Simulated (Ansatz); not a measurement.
# Ti3Tl: tests of the settings

An exercise on one series of results from a longer session: the logs are not shown, and one member is left open.

Computed with Ansatz 0.2.0 (DFT r2SCAN, scalar-relativistic, plane waves, PAW, unless a step's input says otherwise).

1 further run of the same task is left out (it didn't finish).

## The starting structure

The structure is tetragonal, space group I4/mmm (No. 139). The conventional cell has a = 4.052 Å, b = 4.052 Å, c = 8.855 Å, α = 90.00°, β = 90.00°, γ = 90.00°. Ti (site symmetry -4m2) is surrounded by 8 Ti at 2.86 to 3.00 Å and 4 Tl at 3.00 Å. Ti (site symmetry 4/mmm) is surrounded by 4 Tl at 2.86 Å and 8 Ti at 3.00 Å. Tl (site symmetry 4/mmm) is surrounded by 12 Ti at 2.86 to 3.00 Å.

Coordinates:

```
Ti Tl
1.0
    -2.02575    2.02575    4.42774
     2.02575   -2.02575    4.42774
     2.02575    2.02575   -4.42774
Ti Tl
3 1
Direct
  0.75000 0.25000 0.50000
  0.25000 0.75000 0.50000
  0.50000 0.50000 0.00000
  0.00000 0.00000 0.00000
```

Source of the structure: the Materials Project (structure only). It is taken as it stands there.

Set-up of the first run:

Input file input.yaml:

```yaml
crystal:
  lattice:
    - [-2.02575448, 2.02575448, 4.42773684]
    - [2.02575448, -2.02575448, 4.42773684]
    - [2.02575448, 2.02575448, -4.42773684]
  atoms:
    - { symbol: Ti, position: [0.75, 0.25, 0.5] }
    - { symbol: Ti, position: [0.25, 0.75, 0.5] }
    - { symbol: Ti, position: [0.5, 0.5, 0.0] }
    - { symbol: Tl, position: [0.0, 0.0, 0.0] }
basis:
  ecutwfc: 500
kpoints:
  mp_grid: { grid: [6, 6, 6] }
hamiltonian:
  xc: r2scan
scf:
  occupations: { method: gaussian, width: 0.1 }
output:
  forces: true
  stress: true
  eigenvalues: true
```

Steps of the session up to this table: Quick check of gap, pressure and forces; The base run, for reference; K-point mesh set to 1×1×1; K-point mesh set to 2×2×2; K-point mesh set to 4×4×4; K-point mesh: 6×6×6; K-point mesh set to 8×8×8; K-point mesh set to 10×10×10.

One table of the session follows, with a row left open; its other results are not shown here.

It belongs to the step «The sweep of the k-point mesh side by side». 

```
    mesh  ΔE (meV/atom)  pressure (GPa)
   1×1×1            647          -10.11
   2×2×2           45.2            0.32
   4×4×4          -2.64           -0.28
   6×6×6              ?               ?
   8×8×8          -0.34           -0.26
10×10×10          -0.24           -0.25
14×14×14           0.00           -0.24
```

Estimate the missing values for 6×6×6.

The run gave: ΔE (meV/atom): -1.33; pressure (GPa): -0.22. In the column «ΔE (meV/atom)» it lies between 4×4×4 (-2.64) and 8×8×8 (-0.34).

To keep in mind: The error changes sign along the series, since a k mesh isn't variational, and a metal needs dense meshes to resolve its Fermi surface.
